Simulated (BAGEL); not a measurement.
# C2H5PSi (SMILES [SiH3]C1=CP1) at RI-MP2/cc-pVDZ (density fitting with qzvpp-jkfit)

Aim: the energy change on altering one bond length of C2H5PSi at RI-MP2/cc-pVDZ (density fitting with qzvpp-jkfit), from 2 runs. 

The results are computed with BAGEL 1.2.2.

## Step 1: The structure to begin with

C2H5PSi: 9 atoms, total charge 0, spin state singlet. As SMILES, `[SiH3]C1=CP1`. Geometry: relaxed at GFN2-xTB.

Bond lengths: Si1–C2 1.867 Å, C2–C3 1.309 Å, C2–P4 1.871 Å, C3–P4 1.828 Å, Si1–H5 1.464 Å, Si1–H6 1.463 Å, Si1–H7 1.462 Å, C3–H8 1.067 Å, P4–H9 1.422 Å. Some angles: Si1–C2–C3 148.9°, Si1–C2–P4 143.6°, C3–C2–P4 67.5°, C2–C3–P4 71.1°, C2–P4–C3 41.4°, C2–Si1–H5 107.7°, C2–Si1–H6 107.4°, C2–Si1–H7 107.9°, C2–C3–H8 145.7°, P4–C3–H8 143.2°.

## Step 2: A single-point energy at RI-MP2/cc-pVDZ (density fitting with qzvpp-jkfit)

calc.json reads:

```json
{ "bagel": [

{
  "title": "molecule",
  "basis": "cc-pvdz.json",
  "df_basis": "qzvpp-jkfit",
  "angstrom": "true",
  "geometry": [
    { "atom": "Si", "xyz": [   -0.082330,    1.204430,   -0.958740 ] },
    { "atom": "C", "xyz": [    0.188920,   -0.282160,    0.137910 ] },
    { "atom": "C", "xyz": [    0.138450,   -1.580360,    0.298580 ] },
    { "atom": "P", "xyz": [    0.766930,   -0.816020,    1.835730 ] },
    { "atom": "H", "xyz": [   -0.615400,    0.723730,   -2.234730 ] },
    { "atom": "H", "xyz": [   -1.043300,    2.077400,   -0.283250 ] },
    { "atom": "H", "xyz": [    1.205470,    1.873880,   -1.134770 ] },
    { "atom": "H", "xyz": [   -0.077210,   -2.517940,   -0.163490 ] },
    { "atom": "H", "xyz": [   -0.481530,   -0.682960,    2.502770 ] }
  ]
},
{ "title": "hf" },
{ "title": "mp2", "ncore": 12 }

]}
```

The basis set cc-pVDZ is read from a file made from the Basis Set Exchange's data (not shown).

Launch:

```console
$ BAGEL_NUM_THREADS=1 BAGEL calc.json > calc.out
```

Standard output:

```text
* using 1 threads per process

  ===============================================================
  ===============================================================

  *** Geometry ***

  { "atom" : "Si", "xyz" : [     -0.155581,      2.276043,     -1.811756 ] },
  { "atom" : "C", "xyz" : [      0.357007,     -0.533205,      0.260612 ] },
  { "atom" : "C", "xyz" : [      0.261633,     -2.986448,      0.564234 ] },
  { "atom" : "P", "xyz" : [      1.449288,     -1.542054,      3.469027 ] },
  { "atom" : "H", "xyz" : [     -1.162937,      1.367651,     -4.223028 ] },
  { "atom" : "H", "xyz" : [     -1.971551,      3.925717,     -0.535265 ] },
  { "atom" : "H", "xyz" : [      2.278008,      3.541120,     -2.144405 ] },
  { "atom" : "H", "xyz" : [     -0.145906,     -4.758217,     -0.308951 ] },
  { "atom" : "H", "xyz" : [     -0.909960,     -1.290607,      4.729550 ] },

  Number of auxiliary basis functions:      496

  Since a DF basis is specified, we compute 2- and 3-index integrals:
    o Being stored without compression. Storage requirement is 0.031 GB

  Number of basis functions:       89
  Number of electrons      :       46

    * METHOD: MOLECULE                             0.25

  *** RHF ***

  === Nuclear Repulsion ===
   183.3534473122

      * DIIS with orbital gradients will be used.

  === RHF iteration (cc-pvdz.json) ===
      0       -708.12206152          0.01092493           0.08
      1       -708.21134861          0.00610423           0.08
      2       -708.23359534          0.00153846           0.08
      3       -708.23585761          0.00042593           0.08
      4       -708.23597149          0.00011234           0.08
      5       -708.23598480          0.00003798           0.08
      6       -708.23598668          0.00001549           0.08
      7       -708.23598716          0.00000485           0.08
      8       -708.23598720          0.00000216           0.08
      9       -708.23598721          0.00000102           0.08
     10       -708.23598721          0.00000033           0.08
     11       -708.23598721          0.00000018           0.08
     12       -708.23598721          0.00000007           0.08
     13       -708.23598721          0.00000003           0.08
     14       -708.23598721          0.00000001           0.08
     15       -708.23598721          0.00000001           0.08
    * SCF iteration converged.

    * Permanent dipole moment:
           (    0.344166,     0.047037,     0.456749) a.u.

    * METHOD: HF                                   1.49

  *** RHF ***

  === Nuclear Repulsion ===
   183.3534473122

      * DIIS with orbital gradients will be used.

  === RHF iteration (cc-pvdz.json) ===
      0       -708.23598721          0.00000000           0.08
    * SCF iteration converged.

    * Permanent dipole moment:
           (    0.344166,     0.047037,     0.456749) a.u.

  === DF-MP2 calculation ===

    * freezing 12 orbitals
    * 3-index integral transformation done
    * assembly done

      MP2 correlation energy:   -0.4799345749      0.04

      MP2 total energy:       -708.7159217852

    * METHOD: MP2                                  0.22

  ===============================================================
```

Wall time 2.1 s (1 thread of Arm Neoverse V2, shared host); peak memory 0.13 GiB.

## Step 3: The distorted shape at the same level

calc.json reads:

```json
{ "bagel": [

{
  "title": "molecule",
  "basis": "cc-pvdz.json",
  "df_basis": "qzvpp-jkfit",
  "angstrom": true,
  "geometry": [
    { "atom": "Si", "xyz": [   -0.002382,    1.276523,   -0.767373 ] },
    { "atom": "C", "xyz": [    0.268868,   -0.210067,    0.329277 ] },
    { "atom": "C", "xyz": [    0.218398,   -1.508267,    0.489947 ] },
    { "atom": "P", "xyz": [    0.846878,   -0.743927,    2.027097 ] },
    { "atom": "H", "xyz": [   -0.615400,    0.723730,   -2.234730 ] },
    { "atom": "H", "xyz": [   -0.963352,    2.149493,   -0.091883 ] },
    { "atom": "H", "xyz": [    1.285418,    1.945973,   -0.943403 ] },
    { "atom": "H", "xyz": [    0.002738,   -2.445847,    0.027877 ] },
    { "atom": "H", "xyz": [   -0.401582,   -0.610867,    2.694137 ] }
  ]
},
{ "title": "hf" },
{ "title": "mp2", "ncore": 12 }

]}
```

The basis set cc-pVDZ is read from a file made from the Basis Set Exchange's data (not shown).

Launch:

```console
$ BAGEL_NUM_THREADS=1 BAGEL calc.json > calc.out
```

Standard output:

```text
* using 1 threads per process

  ===============================================================
  ===============================================================

  *** Geometry ***

  { "atom" : "Si", "xyz" : [     -0.004501,      2.412279,     -1.450125 ] },
  { "atom" : "C", "xyz" : [      0.508087,     -0.396969,      0.622243 ] },
  { "atom" : "C", "xyz" : [      0.412712,     -2.850212,      0.925866 ] },
  { "atom" : "P", "xyz" : [      1.600367,     -1.405818,      3.830658 ] },
  { "atom" : "H", "xyz" : [     -1.162937,      1.367651,     -4.223028 ] },
  { "atom" : "H", "xyz" : [     -1.820471,      4.061953,     -0.173634 ] },
  { "atom" : "H", "xyz" : [      2.429088,      3.677356,     -1.782773 ] },
  { "atom" : "H", "xyz" : [      0.005174,     -4.621981,      0.052680 ] },
  { "atom" : "H", "xyz" : [     -0.758880,     -1.154371,      5.091181 ] },

  Number of auxiliary basis functions:      496

  Since a DF basis is specified, we compute 2- and 3-index integrals:
    o Being stored without compression. Storage requirement is 0.031 GB

  Number of basis functions:       89
  Number of electrons      :       46

    * METHOD: MOLECULE                             0.24

  *** RHF ***

  === Nuclear Repulsion ===
   182.4961390956

      * DIIS with orbital gradients will be used.

  === RHF iteration (cc-pvdz.json) ===
      0       -708.11245187          0.01083592           0.08
      1       -708.20095312          0.00608502           0.08
      2       -708.22321005          0.00151973           0.08
      3       -708.22544889          0.00042512           0.08
      4       -708.22556227          0.00011017           0.08
      5       -708.22557521          0.00003703           0.08
      6       -708.22557706          0.00001533           0.08
      7       -708.22557752          0.00000466           0.08
      8       -708.22557757          0.00000199           0.08
      9       -708.22557757          0.00000092           0.08
     10       -708.22557757          0.00000030           0.08
     11       -708.22557757          0.00000016           0.08
     12       -708.22557757          0.00000006           0.08
     13       -708.22557757          0.00000002           0.08
     14       -708.22557757          0.00000001           0.08
     15       -708.22557757          0.00000000           0.08
    * SCF iteration converged.

    * Permanent dipole moment:
           (    0.285670,     0.036241,     0.299800) a.u.

    * METHOD: HF                                   1.47

  *** RHF ***

  === Nuclear Repulsion ===
   182.4961390956

      * DIIS with orbital gradients will be used.

  === RHF iteration (cc-pvdz.json) ===
      0       -708.22557757          0.00000000           0.08
    * SCF iteration converged.

    * Permanent dipole moment:
           (    0.285670,     0.036241,     0.299800) a.u.

  === DF-MP2 calculation ===

    * freezing 12 orbitals
    * 3-index integral transformation done
    * assembly done

      MP2 correlation energy:   -0.4805388947      0.04

      MP2 total energy:       -708.7061164676

    * METHOD: MP2                                  0.22

  ===============================================================
```

It took 2.1 s on 1 thread of Arm Neoverse V2, shared host; peak memory 0.13 GiB.

## Step 4: Results

Level: RI-MP2/cc-pVDZ (density fitting with qzvpp-jkfit), 12 core orbitals frozen.

| quantity | value |
| --- | --- |
| first shape: total energy | -708.71592 Eh |
| first shape: correlation energy (12 core orbitals frozen) | -479.9 mEh |
| distorted shape: total energy | -708.70612 Eh |
| distorted shape: correlation energy (12 core orbitals frozen) | -480.5 mEh |
| energy change with the Si1–H5 bond stretched from 1.464 to 1.684 Å | 0.267 eV |

With the Si1–H5 bond stretched from 1.464 to 1.684 Å the energy rises by 0.27 eV (6.2 kcal/mol). The first shape isn't relaxed at this level, so the change isn't measured from a minimum.
